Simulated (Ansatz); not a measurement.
# ClH7O2W: the cost of one run

Program: Ansatz 0.2.0. Level of theory: RKS PBE-D4/def2-SVP. These are calculated values, not measurements.

## 1. Starting point

Bond lengths: W1–Cl2 2.740 Å, W1–O3 1.940 Å, O3–H4 1.010 Å, W1–H5 1.720 Å, W1–H6 1.720 Å, W1–H7 1.720 Å, W1–H8 1.720 Å, W1–O9 2.240 Å, O9–H10 1.010 Å. Angles (14 of 23 angles, heavy atoms first): Cl2–W1–O3 90.0°, Cl2–W1–O9 71.6°, O3–W1–O9 48.9°, Cl2–W1–H5 90.0°, Cl2–W1–H6 90.0°, Cl2–W1–H7 90.0°, Cl2–W1–H8 180.0°, O3–W1–H5 90.0°, O3–W1–H6 180.0°, O3–W1–H7 90.0°, O3–W1–H8 90.0°, H5–W1–O9 46.8°, H6–W1–O9 131.1°, H7–W1–O9 133.2°.

As a file:

```xyz
11

W     0.0000    0.0000    0.0000
Cl    0.0000    0.0000    2.7400
O     1.9400    0.0000    0.0000
H     2.2771   -0.9519   -0.0197
H     0.0000    1.7200    0.0000
H    -1.7200    0.0000    0.0000
H     0.0000   -1.7200    0.0000
H     0.0000    0.0000   -1.7200
O     1.4721    1.5335    0.7063
H     2.2027    1.0805    1.2365
H     1.0390    1.0824    1.9242
```

## 2. A restrained relaxation towards end A

Springs on the bonds that form and break draw the guess towards this end; the thresholds are loose.

File input.yaml:

```yaml
crystal:
  periodic: [false, false, false]
  atoms:
    - { symbol: W, position_ang: [0.0, 0.0, 0.0] }
    - { symbol: Cl, position_ang: [0.0, 0.0, 2.74] }
    - { symbol: O, position_ang: [1.94, 0.0, 0.0] }
    - { symbol: H, position_ang: [2.2771, -0.9519, -0.0197] }
    - { symbol: H, position_ang: [0.0, 1.72, 0.0] }
    - { symbol: H, position_ang: [-1.72, 0.0, 0.0] }
    - { symbol: H, position_ang: [0.0, -1.72, 0.0] }
    - { symbol: H, position_ang: [0.0, 0.0, -1.72] }
    - { symbol: O, position_ang: [1.4721, 1.5335, 0.7063] }
    - { symbol: H, position_ang: [2.2027, 1.0805, 1.2365] }
    - { symbol: H, position_ang: [1.039, 1.0824, 1.9242] }
basis:
  gaussian: { orbitals: def2-SVP }
hamiltonian:
  xc: pbe
  dispersion: d4
relax:
  f_tol: 0.15
  max_steps: 25
  restrain:
    - { distance: [0, 8], at: 3.14, k: 30.0 }
    - { distance: [10, 1], at: 2.57, k: 30.0 }
    - { distance: [0, 1], at: 2.39, k: 30.0 }
    - { distance: [10, 8], at: 1.01, k: 30.0 }
output:
  orbitals: {}
```

Launch:

```sh
> ansatz run input.yaml --threads 2 --pin off --max-ram 3072MiB --backend cpu --events-out ev --progress --plain --runs-dir out
```

What time and memory should one allow on 2 threads of Arm Neoverse V1, shared host?

About 52 s, with a peak of 0.17 GiB.
